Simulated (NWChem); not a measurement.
# doublet [C2H4Br2]+ at 3 levels

Wanted: a comparison of 3 runs (UHF/STO-3G, UHF/3-21G, UB3LYP/6-31G*) of doublet [C2H4Br2]+. 

Program for the calculation: NWChem 7.3.0.

21 further runs of the same task are left out: 1 that didn't finish, 20 set aside as unsound or not needed.

## Step 1: The molecule

[C2H4Br2]+ has 8 atoms, charge +1, and is taken as a doublet. SMILES of the parent species: `BrCCBr`. The shape is that of a PBE0-D4/def2-TZVP optimisation. This is one conformer, not always the lowest. That shape belongs to the parent species and isn't relaxed for this state.

Bond lengths: Br1–C2 1.938 Å, C2–C3 1.501 Å, C3–Br4 1.938 Å, C2–H5 1.091 Å, C2–H6 1.088 Å, C3–H7 1.088 Å, C3–H8 1.090 Å. Some angles: Br1–C2–C3 113.0°, C2–C3–Br4 113.0°, Br1–C2–H5 105.8°, Br1–C2–H6 106.6°, C3–C2–H5 109.6°, C3–C2–H6 112.0°, C2–C3–H7 112.0°, C2–C3–H8 109.6°, Br4–C3–H7 106.6°, Br4–C3–H8 105.8°.

## Step 2: A single-point energy at UHF/STO-3G (run 1)

The input, run.py:

```python
from ase import Atoms
from ase.calculators.nwchem import NWChem

molecule = Atoms('BrCCBrHHHH', positions=[
    [-2.136900, 0.202700, -0.670800],
    [-0.454500, 0.602500, 0.204400],
    [0.638500, -0.358800, -0.161400],
    [0.347400, -2.139200, 0.546800],
    [-0.182100, 1.607400, -0.119900],
    [-0.654000, 0.606100, 1.273700],
    [0.743700, -0.466600, -1.238600],
    [1.582700, -0.019600, 0.265800],
])

calc = NWChem(
    label='c2h4br2',
    theory='scf',
    memory='2200 mb',
    basis='STO-3G',
    basispar='spherical bse',
    charge=1,
    scf={'nopen': '1', 'uhf': None, 'thresh': '1e-08', 'maxiter': '80'},
    task='energy',
)
molecule.calc = calc

print(f"energy = {molecule.get_potential_energy():.6f} eV")
```

Command:

```console
$ export ASE_NWCHEM_COMMAND="nwchem PREFIX.nwi > PREFIX.nwo"
$ python run.py
```

The log of the run:

```text
energy = -140579.281362 eV
```

The calculator wrote c2h4br2.nwi:

```
title "c2h4br2"

permanent_dir c2h4br2

scratch_dir c2h4br2

start c2h4br2

geometry units angstrom nocenter noautosym noautoz
  Br -2.1368999999999998e+00 2.0269999999999999e-01 -6.7079999999999995e-01
  C  -4.5450000000000002e-01 6.0250000000000004e-01 2.0440000000000000e-01
  C  6.3849999999999996e-01 -3.5880000000000001e-01 -1.6139999999999999e-01
  Br 3.4739999999999999e-01 -2.1392000000000002e+00 5.4679999999999995e-01
  H  -1.8210000000000001e-01 1.6073999999999999e+00 -1.1990000000000001e-01
  H  -6.5400000000000003e-01 6.0609999999999997e-01 1.2737000000000001e+00
  H  7.4370000000000003e-01 -4.6660000000000001e-01 -1.2385999999999999e+00
  H  1.5827000000000000e+00 -1.9599999999999999e-02 2.6579999999999998e-01
end

charge 1

memory 2200 mb

basis spherical bse noprint
   * library STO-3G
end

scf
  nopen 1
  uhf
  thresh 1e-08
  maxiter 80
end

task scf energy
```

c2h4br2.nwo, shortened:

```text
[...]
      One electron energy =  -8108.888124282476
[... 1 line left out ...]
 Nuclear repulsion energy =    454.333087371272
[... 62 lines left out ...]
          Final beta eigenvalues
[... 221 lines left out ...]
                     UHF Final Beta Molecular Orbital Analysis
[...]
```

It took 52 s on 1 thread of Intel Xeon 6975P-C (Granite Rapids), shared host; peak memory 0.097 GiB.

## Step 3: A single-point energy at UHF/3-21G (run 2)

The input, work.xyz:

```xyz
8

Br    -2.136900     0.202700    -0.670800
C     -0.454500     0.602500     0.204400
C      0.638500    -0.358800    -0.161400
Br     0.347400    -2.139200     0.546800
H     -0.182100     1.607400    -0.119900
H     -0.654000     0.606100     1.273700
H      0.743700    -0.466600    -1.238600
H      1.582700    -0.019600     0.265800
```

The input, run.py:

```python
from ase.io import read
from ase.calculators.nwchem import NWChem

atoms = read('work.xyz')

calc = NWChem(
    label='work',
    theory='scf',
    memory='2200 mb',
    basis='3-21G',
    basispar='spherical bse',
    charge=1,
    scf={'nopen': '1', 'uhf': None, 'thresh': '1e-08', 'maxiter': '80'},
    task='energy',
)
atoms.calc = calc

print("Total energy (eV):", round(atoms.get_potential_energy(), 6))
```

Command:

```console
$ export ASE_NWCHEM_COMMAND="nwchem PREFIX.nwi > PREFIX.nwo"
$ python run.py
```

The log of the run:

```text
Total energy (eV): -141427.896233
```

The calculator wrote work.nwi:

```
title "work"

permanent_dir work

scratch_dir work

start work

geometry units angstrom nocenter noautosym noautoz
  Br -2.1368999999999998e+00 2.0269999999999999e-01 -6.7079999999999995e-01
  C  -4.5450000000000002e-01 6.0250000000000004e-01 2.0440000000000000e-01
  C  6.3849999999999996e-01 -3.5880000000000001e-01 -1.6139999999999999e-01
  Br 3.4739999999999999e-01 -2.1392000000000002e+00 5.4679999999999995e-01
  H  -1.8210000000000001e-01 1.6073999999999999e+00 -1.1990000000000001e-01
  H  -6.5400000000000003e-01 6.0609999999999997e-01 1.2737000000000001e+00
  H  7.4370000000000003e-01 -4.6660000000000001e-01 -1.2385999999999999e+00
  H  1.5827000000000000e+00 -1.9599999999999999e-02 2.6579999999999998e-01
end

charge 1

memory 2200 mb

basis spherical bse noprint
   * library 3-21G
end

scf
  nopen 1
  uhf
  thresh 1e-08
  maxiter 80
end

task scf energy
```

work.nwo, shortened:

```text
[...]
      One electron energy =  -8130.391535155444
[... 1 line left out ...]
 Nuclear repulsion energy =    454.333087371272
[... 65 lines left out ...]
          Final beta eigenvalues
[... 241 lines left out ...]
                     UHF Final Beta Molecular Orbital Analysis
[...]
```

Run time: 37 s. Hardware: 1 thread of Intel Xeon 6975P-C (Granite Rapids), shared host; peak memory 0.096 GiB.

## Step 4: The energy at UB3LYP/6-31G(d) (spherical functions) (run 3)

The input, struct.nw:

```
start struct
memory stack 880 mb heap 220 mb global 1100 mb
charge 1

geometry units angstroms noautosym nocenter noautoz
  Br    -2.136900     0.202700    -0.670800
  C     -0.454500     0.602500     0.204400
  C      0.638500    -0.358800    -0.161400
  Br     0.347400    -2.139200     0.546800
  H     -0.182100     1.607400    -0.119900
  H     -0.654000     0.606100     1.273700
  H      0.743700    -0.466600    -1.238600
  H      1.582700    -0.019600     0.265800
end

basis spherical bse
  * library 6-31G*
end

dft
  xc b3lyp
  mult 2
  grid fine
  convergence energy 1e-08
  maxiter 100
  mulliken
end

task dft energy
```

Command:

```console
$ nwchem struct.nw > struct.out
```

The log of the run:

```text
[...]
          Wavefunction type:  spin polarized.
          No. of atoms     :     8
          No. of electrons :    85
[...]
          Charge           :     1
          Spin multiplicity:     2
[...]
          AO basis - number of functions:   100
[...]
              XC Information
              --------------
                         B3LYP Method XC Potential
                     Hartree-Fock (Exact) Exchange  0.200
                        Slater Exchange Functional  0.800 local
                    Becke 1988 Exchange Functional  0.720 non-local
              Lee-Yang-Parr Correlation Functional  0.810
                  VWN I RPA Correlation Functional  0.190 local
[...]
 d= 0,ls=0.0,diis     1  -5225.5904690903 -5.68D+03  1.56D-02  1.80D+00     4.1
[...]
 d= 0,ls=0.5,diis    97  -5226.0009331870 -6.38D-10  4.75D-07  8.29D-08   288.9
[...]
         Total DFT energy =    -5226.000933183945
      One electron energy =    -8154.245340314415
           Coulomb energy =     2668.617996938288
    Exchange-Corr. energy =     -194.706677179090
 Nuclear repulsion energy =      454.333087371272
[...]
      Total Density - Mulliken Population Analysis
     ---------------------------------------------
    Atom       Charge   Shell Charges
 -----------   ------   -------------------------------------------------------
    1 Br  35    34.66   2.00  2.00  6.00  2.00  5.99  1.69  3.70  0.28  0.98  6.95  2.92  0.17
    2 C    6     6.40   2.00  0.69  2.05  0.66  0.96  0.04
    3 C    6     6.40   2.00  0.69  2.05  0.66  0.96  0.04
    4 Br  35    34.66   2.00  2.00  6.00  2.00  5.99  1.69  3.70  0.28  0.98  6.95  2.92  0.17
    5 H    1     0.72   0.51  0.21
    6 H    1     0.72   0.51  0.21
    7 H    1     0.72   0.51  0.21
    8 H    1     0.72   0.51  0.21
[...]
      <S2> =      0.7517 (Exact =     0.7500)
[...]
```

Wall time 4.9 min (1 thread of Intel Xeon 6975P-C (Granite Rapids), shared host); peak memory 0.12 GiB.

## Step 5: Overview of the runs

| run | level | iteration cap | module | energy (Eh) | HOMO energy (eV) | LUMO energy (eV) | ⟨S²⟩ | wall time |
| --- | --- | --- | --- | --- | --- | --- | --- | --- |
| 1 | UHF/STO-3G | 80 | scf | -5166.193344 | -13.05 | -6.96 | 0.754 | 52 s |
| 2 | UHF/3-21G | 80 | scf | -5197.379366 | -15.16 | -8.44 | 0.754 | 37 s |
| 3 | UB3LYP/6-31G* (spherical functions) | 100 | dft | -5226.000933 | -13.26 | -12.32 | 0.752 | 4.9 min |

## Step 6: What came out

| quantity | value |
| --- | --- |
| run 3: total energy | -5226.00093 Eh |
| run 3: HOMO energy (highest over α and β) | -13.26 eV |
| run 3: LUMO energy (lowest over α and β) | -12.32 eV |
| run 3: ⟨S²⟩ | 0.752 |

**Reading.** In run 1 the basis is minimal, so the values are rough. All runs together took 6.4 min, the longest 4.9 min.
